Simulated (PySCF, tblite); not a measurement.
**C4H4FO3Si radical: geometry, infrared bands and EPR parameters**

Wanted: the infrared bands and EPR parameters of C4H4FO3Si radical (`O=C1OCO[C]=C1[SiH2]F`), by calculation.

The runs use tblite 0.8.0 and PySCF 2.14.0, with density-fitted response routines of our own; the level of theory stands in each step. All values are computed, except where a source is named. Atoms are numbered from 0 throughout.

### 1 Starting geometry

13 atoms, charge 0, multiplicity 2; geometry from: force field or distance geometry start.

Bonds of the start (Å): O0–C1 1.25, C1–O2 1.37, O2–C3 1.40, C3–O4 1.43, O4–C5 1.38, C5–C6 1.34, C6–Si7 1.85, Si7–F8 1.68, C6–C1 1.48, C3–H9 1.11, C3–H10 1.11, Si7–H11 1.47, Si7–H12 1.47.

### 2 Optimising the geometry with GFN2-xTB

What the job is given:

```
{"job": {"kind": "relax", "xc": "GFN2-xTB", "basis": "xTB"}, "charge": 0, "multiplicity": 2}
O      0.437900     2.039000    -0.637900
C     -0.225900     0.989700    -0.463300
O     -1.578900     0.906700    -0.662200
C     -2.295200    -0.118100    -0.024200
O     -1.582400    -1.354100    -0.027000
C     -0.219100    -1.355000     0.196300
C      0.468900    -0.228100    -0.001300
Si     2.287900    -0.200400     0.308300
F      3.055300    -0.464200    -1.165200
H     -2.506300     0.170400     1.023200
H     -3.230100    -0.302500    -0.592900
H      2.690700    -1.227700     1.282900
H      2.692800     1.144700     0.745800
```

Run with:

```sh
$ OMP_NUM_THREADS=1 python probes_run.py task.json out
```

The driver reads the jobs from task.json and runs them one after another.

The log of the run:

```text
step      E/eV     max force
  0    -794.97994    3.981
  1    -795.27159    4.272
  2    -795.42679    1.210
  3    -795.47011    0.521
  4    -795.49756    0.345
  5    -795.50731    0.359
  6    -795.52033    0.239
  7    -795.52609    0.214
  8    -795.52994    0.168
  9    -795.53275    0.164
 10    -795.53551    0.145
 11    -795.53780    0.166
 12    -795.53975    0.131
 13    -795.54141    0.123
 14    -795.54310    0.133
 15    -795.54480    0.128
 16    -795.54603    0.103
 17    -795.54671    0.061
 18    -795.54728    0.066
 19    -795.54803    0.090
 20    -795.54907    0.135
 21    -795.55015    0.126
 22    -795.55094    0.072
 23    -795.55143    0.069
 24    -795.55183    0.056
 25    -795.55228    0.070
 26    -795.55270    0.063
 27    -795.55304    0.048
 28    -795.55333    0.037
 29    -795.55355    0.031
 30    -795.55369    0.033
 31    -795.55379    0.033
 32    -795.55390    0.031
 33    -795.55409    0.039
 34    -795.55440    0.050
 35    -795.55483    0.061
 36    -795.55529    0.059
 37    -795.55578    0.056
 38    -795.55632    0.079
 39    -795.55689    0.078
 40    -795.55730    0.053
 41    -795.55750    0.029
 42    -795.55760    0.024
 43    -795.55770    0.028
 44    -795.55781    0.024
 45    -795.55790    0.022
 46    -795.55794    0.018
 47    -795.55798    0.015
 48    -795.55801    0.016
 49    -795.55803    0.010
```

Wall time 0.25 s (1 thread of Arm Neoverse V2, shared host).

Step by step: (not every step is listed)

```tsv
step	energy from step 0 (eV)	largest force (eV/Å)
0	0.0000	3.9812
1	-0.2916	4.2719
2	-0.4468	1.2103
3	-0.4902	0.5207
4	-0.5176	0.3449
5	-0.5274	0.3594
6	-0.5404	0.2387
7	-0.5461	0.2138
8	-0.5500	0.1681
11	-0.5579	0.1657
14	-0.5632	0.1334
17	-0.5668	0.0610
20	-0.5691	0.1353
23	-0.5715	0.0695
26	-0.5728	0.0632
29	-0.5736	0.0311
32	-0.5740	0.0310
35	-0.5749	0.0609
38	-0.5764	0.0787
41	-0.5776	0.0293
44	-0.5779	0.0239
45	-0.5780	0.0220
46	-0.5780	0.0178
47	-0.5780	0.0146
48	-0.5781	0.0161
49	-0.5781	0.0098
```

Distances of close pairs at the start and the end, largest changes first:

```tsv
bond	before (Å)	after (Å)	change (Å)
Si7–F8	1.682	1.606	-0.076
O4–C5	1.381	1.307	-0.075
O0–C1	1.254	1.198	-0.056
C6–Si7	1.845	1.882	+0.036
Si7–H12	1.471	1.449	-0.023
Si7–H11	1.472	1.454	-0.018
C3–H10	1.110	1.093	-0.017
O2–C3	1.404	1.391	-0.013
```

The final coordinates are the input of the step that follows.

### 3 Harmonic vibrations with GFN2-xTB

What the job is given:

```
{"job": {"kind": "ir", "xc": "GFN2-xTB", "basis": "xTB"}, "charge": 0, "multiplicity": 2}
O      0.410397     1.922265    -0.869672
C     -0.200543     0.965871    -0.485988
O     -1.558003     0.909910    -0.612889
C     -2.253308    -0.123600     0.005687
O     -1.620833    -1.387835    -0.160840
C     -0.329440    -1.318430     0.026973
C      0.439403    -0.241566     0.071304
Si     2.293773    -0.144165     0.376184
F      3.043215    -0.427751    -1.015918
H     -2.353559     0.077300     1.087334
H     -3.236467    -0.183566    -0.468381
H      2.684887    -1.240978     1.246798
H      2.676089     1.193030     0.781679
```

The log of the run:

```text
mode    cm-1     km/mol
  1      23.2      0.60
  2      76.3      2.17
  3     121.1      5.44
  4     155.2     13.09
  5     187.1      9.98
  6     274.0      1.96
  7     362.3     39.14
  8     417.8      4.81
  9     463.4     29.86
 10     522.4     59.28
 11     549.2     17.13
 12     571.3     14.07
 13     617.8     14.33
 14     657.8     31.71
 15     719.9    169.19
 16     742.8    304.43
 17     801.1     45.95
 18     830.9    247.11
 19     852.0     19.08
 20     961.3     37.39
 21    1027.6    136.95
 22    1072.6     28.46
 23    1105.0    191.37
 24    1200.4    240.72
 25    1208.2     48.52
 26    1319.2     17.97
 27    1433.4      3.06
 28    1628.3    594.83
 29    1762.5    318.35
 30    2343.4    243.34
 31    2393.6    164.88
 32    2842.4     45.93
 33    2983.5      1.24
```

Wall time 0.35 s (1 thread of Arm Neoverse V2, shared host).

Which atoms move in the most intense modes:

```tsv
cm⁻¹	km/mol	atoms
720	169.2	H11 45 %, H12 41 %
743	304.4	H12 45 %, H11 43 %
831	247.1	F8 52 %, Si7 38 %
1105	191.4	C6 36 %, C1 19 %, O2 14 %, C3 13 %
1200	240.7	C5 21 %, H10 19 %, O4 18 %, C1 14 %
1628	594.8	C5 49 %, C6 44 %
1762	318.4	C1 59 %, O0 38 %
2343	243.3	H11 96 %
```

### 4 g tensor and hyperfine couplings: B3LYP/pcH-1

The job, as its differences from that of step 3:

```diff
@@ -1,2 +1,2 @@
-{"job": {"kind": "ir", "xc": "GFN2-xTB", "basis": "xTB"}, "charge": 0, "multiplicity": 2}
+{"job": {"kind": "epr", "basis": "pcH-1"}, "charge": 0, "multiplicity": 2}
 O      0.410397     1.922265    -0.869672
```

Method: UKS B3LYP, pcH-1 on C F H O Si, non-relativistic, mean-field spin-orbit, GIAO.

The log of the run:

```text
UKS, coarse grid
  cycle   1  E = -769.56528441  |g| = 8.79e-01
  cycle   2  E = -767.96034459  |g| = 2.03e+00
  cycle   3  E = -769.67664654  |g| = 5.75e-01
  cycle   4  E = -769.82969794  |g| = 8.58e-02
  cycle   5  E = -769.83119370  |g| = 6.81e-02
  cycle   6  E = -769.83314118  |g| = 2.09e-02
  cycle   7  E = -769.83334218  |g| = 7.46e-03
  cycle   8  E = -769.83336900  |g| = 3.50e-03
  cycle   9  E = -769.83337866  |g| = 1.43e-03
  cycle  10  E = -769.83338118  |g| = 7.39e-04
UKS, final grid
  cycle   1  E = -769.83340914  |g| = 1.12e-03
  cycle   2  E = -769.83340813  |g| = 2.11e-03
  cycle   3  E = -769.83340968  |g| = 2.67e-04
  cycle   4  E = -769.83340972  |g| = 1.07e-04
  cycle   5  E = -769.83340975  |g| = 8.69e-05
  cycle   6  E = -769.83340975  |g| = 2.86e-05
E = -769.83340975 Eh   <S^2> = 0.7565 (exact 0.7500)
g shifts (ppm)      1          2          3
  rmc          -205       -205       -205
  gc              9         35        -15
  oz_so        -410        -63       1148
  total        -606       -233        928
hyperfine (MHz)  atom isotope    a_iso     a_fc   dipolar eigenvalues
    0   17O      -3.39      -3.37    -17.68      5.25     12.43
    1   13C      58.77      58.80     -6.64     -5.59     12.23
    2   17O       0.67       0.68     -6.60      2.81      3.78
    3   13C      31.94      31.93     -6.37     -6.32     12.69
    4   17O    -130.64    -130.62    -19.74      9.29     10.45
    5   13C     509.99     510.06    -72.74    -56.12    128.86
    6   13C      61.05      61.09    -18.24     -4.07     22.31
    7  29Si     -25.74     -25.76     -6.08      2.75      3.34
    8   19F       1.05       1.01     -5.23     -3.92      9.16
    9    1H      -3.75      -3.76     -4.15     -2.20      6.35
   10    1H      12.82      12.82     -3.69     -1.44      5.13
   11    1H       0.08       0.08     -2.43     -2.00      4.43
   12    1H       2.69       2.69     -1.29     -0.89      2.18
```

Wall time 87 s (1 thread of Arm Neoverse V2, shared host); peak memory 0.96 GiB.

Principal g values 2.00171, 2.00209, 2.00325; g(iso) = 2.00235, against 2.00232 for a free electron.

Mean a(iso) over the nuclei that a row names, and the largest dipolar term of the row (other rows stand at the frozen geometry):

```tsv
nuclei	isotope	a(iso) (MHz)	a(iso) (G, at g = 2.0023)	largest dipolar term (MHz)
C5	13C	510.0	182.0	128.9
O4	17O	-130.6	-46.6	-19.7
C6	13C	61.0	21.8	22.3
C1	13C	58.8	21.0	12.2
C3	13C	31.9	11.4	12.7
Si7	29Si	-25.7	-9.2	-6.1
H9, H10	1H	4.5	1.6	6.3
O0	17O	-3.4	-1.2	-17.7
H11, H12	1H	1.4	0.5	4.4
F8	19F	1.1	0.4	9.2
O2	17O	0.7	0.2	-6.6
```

Mulliken spin populations:

O0 0.03; C1 0.05; O2 0.01; C3 0.05; O4 0.02; C5 0.89; C6 -0.07; Si7 0.02; F8 0.00; H9 0.00; H10 0.01; H11 0.00; H12 0.00

In first order the couplings over 0.8 MHz of 1H, 19F give 18 distinct lines over 4.6 G, if the averaged nuclei exchange fast; the same motion can average rows kept apart here too.

The fields below are evaluated on a grid from the run's orbitals.

ELF in a plane through or near 8 of the atoms.

Ten even steps from '0' (0.00) to '9' (1.00):
```
0000000000000000000000000000
0000000000000000000000000000
0000000000000000000000000000
0000000100001331000000000000
0000036760004772012100000000
0000289994005996257620000000
0000279995004876688710000000
0000025763334722777400210000
0000002110684785468458982000
0000011174694362042199994000
0000002110676882277499994000
0000001221114735757426981000
0000001220013364746600000000
0000001100587672388720000000
0000000001685582036410000000
0000000000378885000000000000
0000000000135664000000000000
0000000000001110000000000000
0000000000000000000000000000
0000000000000000000000000000
```
The map spans 11.7 Å across and 9.4 Å up, centred on the molecule. Atoms in the plane (x, y in Å): O0 (-0.4, -2.1), C1 (0.2, -1.1), O2 (1.6, -1.0), C3 (2.2, 0.1), C5 (0.3, 1.3), C6 (-0.4, 0.2), Si7 (-2.3, 0.2), H10 (3.3, 0.0).

On the surface of density 0.002 e/bohr³ the electrostatic potential runs, from the 1st to the 99th percentile, from -1.57 V near O0 to 1.75 V near H10.

The spin density lies nearest to C5 71 %; C6 7 % (both signs); O4 7 %.

### 5 What came out

```
                                                                  quantity                  value
                                 strongest single infrared mode (GFN2-xTB)  1628 cm⁻¹, 595 km/mol
                                              zero-point energy (GFN2-xTB)          46.1 kcal/mol
                                                            g(iso) (B3LYP)                2.00235
                                                                      ⟨S²⟩     0.756 (exact 0.75)
                                        largest a(iso) (averaged by class)   13C on C5, 510.0 MHz
potential on the surface of density 0.002 e/bohr³, 1st and 99th percentile     -1.57 V and 1.75 V
```

**Reading.** The optimisation took 49 steps and gained 0.578 eV; among the close pairs (by a distance rule), Si7–F8 changed most, from 1.682 to 1.606 Å. All 33 modes are real, so the xTB geometry is a minimum. The strongest single mode, at 1628 cm⁻¹, moves mainly C5 and C6. GFN2-xTB is a fitted tight-binding method: band positions and strengths are rough. Its intensities can rank the bands wrongly. C5 carries the largest spin population, 0.89 e. The isotropic g lies 0.0 ppt above the free-electron value. These values are for one conformer; the search (at its own cheap level) found 2 more, at 0.00, 0.48 kcal/mol (those within 0.05 may be mirror or relabelled copies), and measured spectra average over such forms.
